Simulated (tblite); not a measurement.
# C4H11NO3Si: the cost of one run

The runs use tblite 0.8.0 and PySCF 2.14.0, with density-fitted response routines of our own; the level of theory stands in each step. All values are computed, except where a source is named. Atoms count from 0, in the outputs and in this text.

### 1 Starting geometry

20 atoms, charge 0, multiplicity 1; geometry from: force field or distance geometry start.

Bonds of the start (Å): C0–O1 1.40, O1–Si2 1.70, Si2–N3 1.79, Si2–O4 1.74, O4–C5 1.37, C5–C6 1.51, C5–C7 1.50, C7–O8 1.21, C0–H9 1.10, C0–H10 1.12, C0–H11 1.12, Si2–H12 1.47, N3–H13 1.05, N3–H14 1.04, C5–H15 1.12, C6–H16 1.10, C6–H17 1.11, C6–H18 1.10, C7–H19 1.07.

### 2 Relaxing the molecule with GFN2-xTB

What the job is given:

```
{"job": {"kind": "relax", "xc": "GFN2-xTB", "basis": "xTB"}, "charge": 0, "multiplicity": 1}
C      3.207600    -0.958100    -0.711900
O      1.884400    -0.948900    -1.161400
Si     0.887700     0.097200    -0.266100
N      1.431200     1.801500    -0.343300
O     -0.696200     0.050000    -0.982500
C     -1.597800     0.031600     0.055400
C     -2.441900    -1.222600     0.070100
C     -2.458400     1.263600     0.037500
O     -3.301400     1.370800     0.905400
H      3.437400    -0.213100     0.060200
H      3.471100    -1.995700    -0.379600
H      3.837100    -0.742400    -1.611400
H      0.801200    -0.361300     1.122900
H      2.210600     1.971600     0.340300
H      0.637400     2.412300    -0.067700
H     -1.041800     0.054600     1.030700
H     -1.916600    -1.981800     0.672000
H     -2.590000    -1.638200    -0.948400
H     -3.430900    -0.988100     0.493200
H     -2.336000     2.007900    -0.728000
```

Run with:

```console
$ OMP_NUM_THREADS=1 python probes_run.py task.json out
```

This one command runs all jobs of the session in turn.

Q: Estimate the wall time and peak memory of this first job on 1 thread of Arm Neoverse V1, shared host.

About 1.7 s, with a peak of 0.18 GiB.
